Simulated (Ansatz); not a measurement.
# ClF2Y: the cost of one run

The runs use Ansatz 0.2.0, Gaussian basis; the settings change from run to run.

## 1. The relaxed structure

The structure was relaxed beforehand with PBE0-D4 in a triple-zeta def2 set. Y takes a core potential in def2 sets; no spin-orbit term is included.

SMILES `[F][Y]([F])[Cl]`, 4 atoms, charge 0, spin multiplicity 1.

Atoms are counted from 1 here; the program's logs count them from 0.

Bond lengths: F1–Y2 1.982 Å, Y2–F3 1.982 Å, Y2–Cl4 2.466 Å. Angles: F1–Y2–F3 117.5°, F1–Y2–Cl4 121.2°, F3–Y2–Cl4 121.2°.

## 2. PBE-QIDH/def2-TZVPD

Set apart from the defaults: atoms shaken by 0.08 Å, a grid of angular degree 23.

in.yaml

```yaml
crystal:
  periodic: [false, false, false]
  atoms:
    - {symbol: F, position_ang: [-1.252818, -1.041124, 1.170088]}
    - {symbol: Y, position_ang: [0.031655, -0.112707, -0.060205]}
    - {symbol: F, position_ang: [1.948401, -0.558054, 0.382723]}
    - {symbol: Cl, position_ang: [-0.472926, 1.561117, -1.777541]}
basis:
  gaussian: {orbitals: def2-TZVPD, final_grid: {core_spheres: 8, valence_spheres: 7, degree: 23}}
hamiltonian: {xc: {name: PBE-QIDH}}
output: {forces: true}
```

Run with:

```sh
ansatz run in.yaml --threads 4 --pin off --events-out ev --progress --plain --max-ram 10444MiB
```

**Question.** How long does this run take on 4 threads of Arm Neoverse V1, shared host, and how much memory does it need?

About 4.1 s, with a peak of 0.54 GiB.
